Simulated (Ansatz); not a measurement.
# WC: the cost of one run

Computed with Ansatz 0.2.0 (DFT, PBE, plane-wave PAW, default files, scalar-relativistic, unless a step's input says otherwise).

### Step 1. Starting point

The structure is hexagonal, space group P-6m2 (No. 187). Conventional cell: a = 2.898 Å, b = 2.898 Å, c = 2.831 Å, α = 90.00°, β = 90.00°, γ = 120.00°. Around W (site symmetry -6m2) lie 6 C at 2.19 Å. C (site symmetry -6m2) has 6 W at 2.19 Å as nearest neighbours.

Coordinates:

```xyz
2
Lattice="2.8982 0.0000 0.0000 -1.4491 2.5099 0.0000 0.0000 0.0000 2.8314" Properties=species:S:1:pos:R:3 pbc="T T T"
W     0.0000    0.0000    0.0000
C     1.4491    0.8366    1.4157
```

### Step 2. Gradients at the starting positions

Contents of input.yaml:

```yaml
crystal:
  lattice:
    - [2.8982, 0.0, 0.0]
    - [-1.4491, 2.5099148252, 0.0]
    - [0.0, 0.0, 2.8314]
  atoms:
    - { symbol: W, position: [0.0, 0.0, 0.0], spin: 2.0 }
    - { symbol: C, position: [0.6666666667, 0.3333333333, 0.5] }
magnetization:
  spin_polarized: true
kpoints:
  mp_grid: { grid: [17, 17, 15] }
scf:
  occupations: { method: fermi_dirac, width: 0.02 }
hamiltonian:
  xc: pbe
  pseudopotentials: { kind: paw }
output:
  forces: true
  stress: true
  populations: true
  efg: { contact_densities: true }
```

Launch:

```
ansatz run input.yaml --threads 1 --pin off --max-ram 3072MiB --backend cpu --events-out ev --progress --plain --runs-dir out
```

**Question.** How long does this run take on 1 thread of Intel Xeon 6975P-C (Granite Rapids), shared host, and how much memory does it need?

About 14 s, with a peak of 0.57 GiB.
